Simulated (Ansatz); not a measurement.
HfIn4SiO6:

```
Hf In Si O
1.0
     5.27743    0.00000    0.00000
    -2.63872    4.57039    0.00000
     0.00000    0.00000   10.55905
Hf In Si O
1 4 1 6
Direct
  0.66667 0.33333 0.00000
  0.00000 0.00000 0.30446
  0.00000 0.00000 0.69554
  0.33333 0.66667 0.78919
  0.33333 0.66667 0.21081
  0.00000 0.00000 0.00000
  0.97300 0.70496 0.89972
  0.29504 0.02700 0.10028
  0.29504 0.26804 0.89972
  0.73196 0.70496 0.10028
  0.73196 0.02700 0.89972
  0.97300 0.26804 0.10028
```

The cell was built by a generator and needn't be a form met in nature.

- Program: Ansatz 0.2.0
- Task: relaxation of cell and atoms
- Functional: PBEsol
- Potentials or basis: all-electron PAW datasets made for the crystal
- k mesh: 4 × 4 × 2
- Occupations: fermi-dirac, width 0.05 eV
- Spin: no spin polarisation

At the start: volume 21.22 Å³/atom.

Problem. Where does the relaxation end?

Solution. Over 8 steps the energy falls by 9.7 meV/atom and the volume is 19.28 Å³/atom (-9.2 %); space group P312 (No. 149, to 0.05 Å).

Step by step:
```csv
step,energy change (eV),largest force (eV/Å),volume (Å³)
1,0.0000,0.3245,254.68
2,-0.0577,0.3723,244.55
3,-0.0958,0.0843,242.70
4,-0.1079,0.0621,238.59
5,-0.1144,0.0422,234.55
6,-0.1163,0.0101,231.25
7,-0.1165,0.0085,231.30
8,-0.1163,0.0084,231.30
```

Final structure:
```
CELL_PARAMETERS angstrom
5.18482 0.00000 0.00000
-2.59241 4.49018 0.00000
0.00000 0.00000 9.93526
ATOMIC_POSITIONS crystal
Hf 0.66667 0.33333 0.00000
In 0.00000 0.00000 0.31960
In 0.00000 0.00000 0.68040
In 0.33333 0.66667 0.77553
In 0.33333 0.66667 0.22447
Si 0.00000 0.00000 0.00000
O 0.97718 0.70498 0.89419
O 0.29502 0.02282 0.10581
O 0.29502 0.27219 0.89419
O 0.72781 0.70498 0.10581
O 0.72781 0.02282 0.89419
O 0.97718 0.27219 0.10581
```

Caveat: the k mesh is thin for a metal, which can move the energy by tens of meV per atom.
